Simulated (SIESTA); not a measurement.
Crystal: HPbNO4.

```
H Pb N O
1.0
     4.12040   -0.00081   -0.01120
     0.00404    6.42722    0.05360
     0.02791    3.20707    7.74994
H Pb N O
2 2 2 8
Direct
  0.90366 0.21821 0.48851
  0.40337 0.78177 0.51142
  0.39455 0.30863 0.70725
  0.89489 0.69135 0.29266
  0.63409 0.19990 0.20730
  0.13386 0.80012 0.79275
  0.90829 0.32866 0.54369
  0.53792 0.39076 0.19497
  0.53483 0.11279 0.10602
  0.83718 0.08887 0.32672
  0.40817 0.67132 0.45624
  0.03774 0.60924 0.80520
  0.03429 0.88737 0.89397
  0.33716 0.91101 0.67330
```

The cell was built by a generator and needn't be a form met in nature.

Base run:

- Program: SIESTA 5.4.2
- Functional: BLYP
- Potentials or basis: PseudoDojo 0.4 standard (PBE files)
- Basis: DZP (energy shift 0.003 Ry; two zetas on semicore shells)
- Grid cutoff: 800 Ry
- Energy shift: 0.003 Ry
- k mesh: 7 × 5 × 4
- Occupations: fermi-dirac, width 0.05 eV
- Spin: no spin polarisation

Its results: band gap on the k mesh 3.24 eV, indirect (least direct gap 3.31 eV); pressure 6.0 GPa; largest force 2.257 eV/Å.

Question: The run is repeated on the same cell with these changes: functional from BLYP to RPBE. What comes out?

Answer: Band gap on the k mesh 3.28 eV, indirect (least direct gap 3.34 eV); pressure 4.8 GPa; largest force 1.432 eV/Å.

Caveats: the potentials were made for another functional, which shifts forces and pressure; spin-orbit coupling is left out, which as a rule narrows the gap of such compounds by several tenths of an eV; the basis of atomic orbitals isn't converged, which shifts pressures, moduli and gaps.

Not every run made on this cell is shown here.
